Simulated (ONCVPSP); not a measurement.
# Mn: generating and testing an ONCV potential

Aim: build the potential from the settings below, then test how well it stands in for the atom: other configurations, scattering, ghost states and the plane-wave cutoff that it needs.

Program: ONCVPSP 4.0.1. Reference atom: PBE, non-relativistic, spherical and spin-unpolarised. All values are calculated.

**1. The design**

The settings as typed:

* element: manganese (Mn, Z = 25)
* type: optimised norm-conserving Vanderbilt (ONCV)
* frozen core: [Ne] 3s2
* valence charge: 13
* reference configuration: 3p6 3d5 4s1 (charge +1)
* partial waves: 4s: rc 2.65 bohr, ncon 4, nbas 8, qcut 2 1/bohr, 2 projectors, debl 1.3 Ha; 3p: rc 1.40 bohr, ncon 5, nbas 8, qcut 10.5 1/bohr, 2 projectors, debl 2.1 Ha; 3d: rc 0.95 bohr, ncon 3, nbas 6, qcut 12 1/bohr, 2 projectors, debl 2.3 Ha; f scattering state at 0.23 Ha: rc 2.00 bohr, ncon 4, nbas 7, qcut 6 1/bohr, 3 projectors, debl 0.5 Ha
* local potential: polynomial inside 0.60 bohr (lpopt 5, dvloc0 -1 Ha)
* core correction: Teter function, fcfact 2, rcfact 1

The outer shells as boxes (Hund's rule for the drawing; the calculation is spin-unpolarised):

```
[Ne] core
3s [↑↓]
3p [↑↓][↑↓][↑↓]
3d [↑ ][↑ ][↑ ][↑ ][↑ ]
4s [↑ ]
```

The nodes and maxima of the atom's own shells, from an earlier all-electron run, set the scale for the radii.

All-electron outer shells of the reference configuration (PBE, non-relativistic, ld1.x):

```
shell  level (eV)  outermost node (bohr)  outermost maximum (bohr)
   3s      -92.37                   0.35                      0.75
   3p      -62.48                   0.31                      0.75
   3d      -15.10                      –                      0.76
   4s      -11.73                   1.06                      2.41
   4p       -7.18                   1.15                      2.95
```

**2. Generating the potential**

Mn.dat

```
# ATOM AND REFERENCE CONFIGURATION
# atsym  z   nc   nv     iexc    psfile
  Mn 25.00    4    3        4      upf
#
#   n    l    f
    1    0    2.00
    2    0    2.00
    2    1    6.00
    3    0    2.00
    3    1    6.00
    3    2    5.00
    4    0    1.00
#
# PSEUDOPOTENTIAL AND OPTIMIZATION
# lmax
    3
#
#   l,   rc,      ep,       ncon, nbas, qcut
    0    2.65    0.00    4    8    2.00
    1    1.40    0.00    5    8   10.50
    2    0.95    0.00    3    6   12.00
    3    2.00    0.23    4    7    6.00
#
# LOCAL POTENTIAL
# lloc, lpopt,  rc(5),   dvloc0
    4    5    0.60   -1.00
#
# VANDERBILT-KLEINMAN-BYLANDER PROJECTORs
# l, nproj, debl
    0    2    1.30
    1    2    2.10
    2    2    2.30
    3    3    0.50
#
# MODEL CORE CHARGE
# icmod, fcfact, rcfact
    3    2.00    1.00
#
# LOG DERIVATIVE ANALYSIS
# epsh1, epsh2, depsh
   -4.00    5.00    0.02
#
# OUTPUT GRID
# rlmax, drl
    6.00    0.01
#
# TEST CONFIGURATIONS
# ncnf
    4
# nvcnf
#   n    l    f
    3
    3    1    6.00
    3    2    5.00
    4    0    2.00
#
    3
    3    1    6.00
    3    2    5.00
    4    0    0.00
#
    3
    3    1    6.00
    3    2    4.00
    4    0    0.00
#
    3
    3    1    6.00
    3    2    6.00
    4    0    0.00
#
```

Run with:

```bash
oncvpspnr.x < Mn.dat > Mn.out
```

Before running it: what results should come out? Wanted: cutoffs for 1 and 0.1 mHa per electron, occupied waves; bound ghosts; GHOST(+) flags; largest test error; largest phase difference near zero energy, channels read; rms error of d²Exc/dn², without and with the model core; projector energies reset by the program.

The runs gave:

```
                                                quantity                                                               value
  cutoffs for 1 and 0.1 mHa per electron, occupied waves                                                    69 Ha and 152 Ha
                                            bound ghosts                                                     s at -299.40 eV
                                          GHOST(+) flags  s at 61 eV, f at 1285 eV (1 near or above the test basis's cutoff)
                            largest test error (AE − PS)                                            -30 meV, for 3p6 3d4 4s0
largest phase difference near zero energy, channels read                                                           0.000 rad
 rms error of d²Exc/dn², without and with the model core                                                   4.24 and 4.04 mHa
                 projector energies reset by the program                                                 p: -2.296, 0.250 Ha
```

What this shows: A bound ghost (s) makes it unfit for use: electrons can fall into a state that the atom doesn't have. The worst unpolarised test, 3p6 3d4 4s0, is off by 30 meV on 48.1 eV; by total energies transferability rates as fair. That test lies far up in energy; among those under 40 eV, nearer to bonding, the largest error is 9.1 meV. By its cutoff, 69 Ha for the looser tolerance, it is very hard. At the looser tolerance the 3d wave is the slowest; 3p needs 29 Ha. Near zero energy the phases of the channels with partial waves that could be evaluated agree within 0.001 rad. The program also flags highly localised states, GHOST(+) (s, f). These are tests on the free atom; a crystal test is still owed.
